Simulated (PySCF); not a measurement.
# [Tl(NH2)4]−: other functionals and bases at one geometry

One table from this session's results is given with a row withheld; the runs are named, their logs left out.

Program: PySCF 2.14.0. Level of theory: several levels, as the steps say, no spin–orbit coupling. These are calculated values, not measurements.

1 further run of the same task is left out (for a known fault of the program).

### Where the work starts

13 atoms, charge -1, spin multiplicity 1.

Bond lengths: Tl1–N2 2.233 Å, Tl1–N5 2.233 Å, Tl1–N8 2.233 Å, Tl1–N11 2.233 Å, N2–H3 1.026 Å, N2–H4 1.026 Å, N5–H6 1.026 Å, N5–H7 1.026 Å, N8–H9 1.026 Å, N8–H10 1.026 Å, N11–H12 1.026 Å, N11–H13 1.026 Å. Angles: N2–Tl1–N5 106.8°, N2–Tl1–N8 115.0°, N2–Tl1–N11 106.8°, N5–Tl1–N8 106.8°, N5–Tl1–N11 115.0°, N8–Tl1–N11 106.8°, Tl1–N2–H3 104.1°, Tl1–N2–H4 104.1°, H3–N2–H4 102.9°, Tl1–N5–H6 104.1°, Tl1–N5–H7 104.1°, H6–N5–H7 102.9°, Tl1–N8–H9 104.1°, Tl1–N8–H10 104.1°, H9–N8–H10 102.9°, Tl1–N11–H12 104.1°, Tl1–N11–H13 104.1°, H12–N11–H13 102.9°.

As a file:

```
Tl    0.0000    0.0000    0.0000
N     1.2004    1.3316    1.3316
H     1.8306    0.6903    1.8249
H     1.8306    1.8249    0.6903
N    -1.2004   -1.3316    1.3316
H    -1.8306   -0.6903    1.8249
H    -1.8306   -1.8249    0.6903
N     1.2004   -1.3316   -1.3316
H     1.8306   -1.8249   -0.6903
H     1.8306   -0.6903   -1.8249
N    -1.2004    1.3316   -1.3316
H    -1.8306    1.8249   -0.6903
H    -1.8306    0.6903   -1.8249
```

Formal oxidation states: Tl +3. An earlier session relaxed this geometry at PBE0, Tl def2-SVP with ECP60, N def2-SVP, H def2-SVP (singlet, point group D2d).

At PBE0 on the finer grid: E = -395.865317 Eh, HOMO -1.25 eV, LUMO 4.18 eV, Mulliken charge on Tl1 +0.29 e, largest force component 0.005 eV/Å. 

Levels to run: B3LYP; HF; PBE0, TZVP. Hardware: 2 threads of Arm Neoverse V1, shared host.

The first run:

Input file run.py (the lines that set the calculation):

```python
mol = gto.M(atom='''
Tl     0.00000     0.00000     0.00000
N      1.20036     1.33158     1.33158
H      1.83057     0.69034     1.82491
H      1.83057     1.82491     0.69034
N     -1.20036    -1.33158     1.33158
H     -1.83057    -0.69034     1.82491
H     -1.83057    -1.82491     0.69034
N      1.20036    -1.33158    -1.33158
H      1.83057    -1.82491    -0.69034
H      1.83057    -0.69034    -1.82491
N     -1.20036     1.33158    -1.33158
H     -1.83057     1.82491    -0.69034
H     -1.83057     0.69034    -1.82491''',
    basis={'Tl': 'def2-SVP', 'N': 'def2-SVP', 'H': 'def2-SVP'},
    ecp={'Tl': 'def2-SVP'},
    charge=-1, spin=0)
mf = dft.RKS(mol, xc='B3LYP')
mf.grids.atom_grid = (75, 302)
mf = mf.density_fit()  # fitting sets: Tl def2-universal-JKFIT, N def2-universal-JKFIT, H def2-universal-JKFIT
mf.conv_tol = 1e-08; mf.max_cycle = 55
mf.kernel(dm0)  # dm0: the density of the relaxed state
```

On the command line:

```bash
OMP_NUM_THREADS=2 python run.py
```

Steps of the session up to this table: B3LYP; HF; PBE0, TZVP.

One table of the session follows, with a row left open; its other results are not shown here.

| level | HOMO (eV) | gap (eV) | charge on Tl1 (e) | largest force component (eV/Å) |
| --- | --- | --- | --- | --- |
| PBE0 (relaxed here) | -1.25 | 5.43 | 0.29 | 0.00 |
| B3LYP | -0.98 | 4.87 | 0.23 | 0.17 |
| HF | ? | ? | ? | ? |
| PBE0, TZVP | -1.71 | 5.24 | 0.68 | 0.30 |

**Question.** Estimate the row for HF.

**Answer.** HOMO (eV): -4.64; gap (eV): 11.99; charge on Tl1 (e): 0.78; largest force component (eV/Å): 0.80. In the column «HOMO (eV)» it is the lowest.

In one basis the HOMO–LUMO gap runs from 4.87 eV (B3LYP) to 11.99 eV (HF). The largest leftover force, 0.80 eV/Å with HF, stands at a geometry relaxed at another level. Total energies of different levels can't be compared.
